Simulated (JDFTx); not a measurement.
## Al under changes of volume

One of the cells (16.669 Å³/atom); the others are scaled copies at fixed shape and fractional positions:

```
Al
1.0
     2.81246    0.00000    0.00000
    -1.40623    2.43566    0.00000
     0.00000    0.00000    4.86685
Al
2
Cartesian
  0.0000 1.6238 1.2167
  1.4062 0.8119 3.6501
```

This isn't the form of Al at room conditions, which is fcc.

- Program: JDFTx 1.7.0 (patched build)
- Functional: PBEsol
- Potentials or basis: PseudoDojo-SR-PBEsol-0.4.1-standard with smoothed tails
- Cutoff: 544 eV
- Density cutoff: 4354 eV
- k mesh: 11 × 11 × 6
- Occupations: fermi-dirac, width 0.05 eV
- Spin: no spin polarisation

```tsv
volume (Å³/atom)	energy over the lowest point (meV/atom)	pressure (GPa)
15.669	7.85	3.8
16.003	2.00	1.9
16.336	0.00	0.1
16.669	1.46	-1.5
17.003	?	?
17.336	13.36	-4.1
17.670	23.18	-5.2
```

**Question.** What does the run at 17.003 Å³/atom give?

**Answer.** Energy over the lowest point 6.01 meV/atom; pressure -2.9 GPa.

Worked out: A Birch-Murnaghan fit of order 3 (a polynomial in V^(-2/3)) to the other rows has its minimum at 16.36 Å³/atom with B0 = V·E''(V) = 81 GPa and B' = 4.4 at fixed shape and positions, which overstates the stiffness. It gives 6.03 meV/atom at 17.003 Å³/atom, against the run's 6.01, and -dE/dV = -2.9 GPa, against -2.9.

Energies are extrapolated to zero smearing.
